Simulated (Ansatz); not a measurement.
# C2H7FInN: the cost of one run

Method: the settings change from run to run; program: Ansatz 0.2.0, Gaussian basis.

## 1. The geometry

The geometry comes from an earlier relaxation with PBE0-D4 in a triple-zeta def2 set; it is a stationary point, not always the lowest conformer. In takes a core potential in def2 sets; no spin-orbit term is included.

SMILES `C[N](C)[InH][F]`, 12 atoms, charge 0, spin multiplicity 1.

Atoms are counted from 1 here; the program's logs count them from 0.

Bond lengths: C1–N2 1.441 Å, C1–H6 1.100 Å, C1–H7 1.100 Å, C1–H8 1.091 Å, N2–C3 1.438 Å, N2–In4 1.991 Å, C3–H9 1.101 Å, C3–H10 1.093 Å, C3–H11 1.101 Å, In4–F5 1.963 Å, In4–H12 1.686 Å. Angles: N2–C1–H6 111.4°, N2–C1–H7 111.4°, N2–C1–H8 110.7°, H6–C1–H7 107.2°, H6–C1–H8 108.0°, H7–C1–H8 108.0°, C1–N2–C3 113.5°, C1–N2–In4 121.7°, C3–N2–In4 124.8°, N2–C3–H9 111.6°, N2–C3–H10 111.4°, N2–C3–H11 111.6°, H9–C3–H10 107.5°, H9–C3–H11 107.0°, H10–C3–H11 107.5°, N2–In4–F5 105.3°, N2–In4–H12 136.5°, F5–In4–H12 118.3°.

## 2. B2GP-PLYP/def2-TZVPD

File in.yaml:

```yaml
crystal:
  periodic: [false, false, false]
  atoms:
    - {symbol: C, position_ang: [-1.029889, -0.888525, 0.224401]}
    - {symbol: N, position_ang: [0.075817, 0.011919, 0.014543]}
    - {symbol: C, position_ang: [1.301244, -0.432517, 0.622494]}
    - {symbol: In, position_ang: [-0.131601, 1.696083, -1.026095]}
    - {symbol: F, position_ang: [-2.014043, 1.731353, -1.581500]}
    - {symbol: H, position_ang: [-1.241524, -1.020607, 1.296133]}
    - {symbol: H, position_ang: [-0.818915, -1.885800, -0.190053]}
    - {symbol: H, position_ang: [-1.933735, -0.507958, -0.254188]}
    - {symbol: H, position_ang: [1.196056, -0.544952, 1.712415]}
    - {symbol: H, position_ang: [2.115687, 0.273971, 0.442724]}
    - {symbol: H, position_ang: [1.618732, -1.409822, 0.227926]}
    - {symbol: H, position_ang: [0.862161, 2.976855, -1.488802]}
basis:
  gaussian: {orbitals: def2-TZVPD}
hamiltonian: {xc: {name: B2GP-PLYP}}
output: {forces: true}
```

Command:

```
$ ansatz run in.yaml --threads 4 --pin off --events-out ev --progress --plain --max-ram 10444MiB
```

What time and memory should one allow on 4 threads of Intel Xeon Platinum 8488C, shared host?

About 13 s, with a peak of 1.1 GiB.
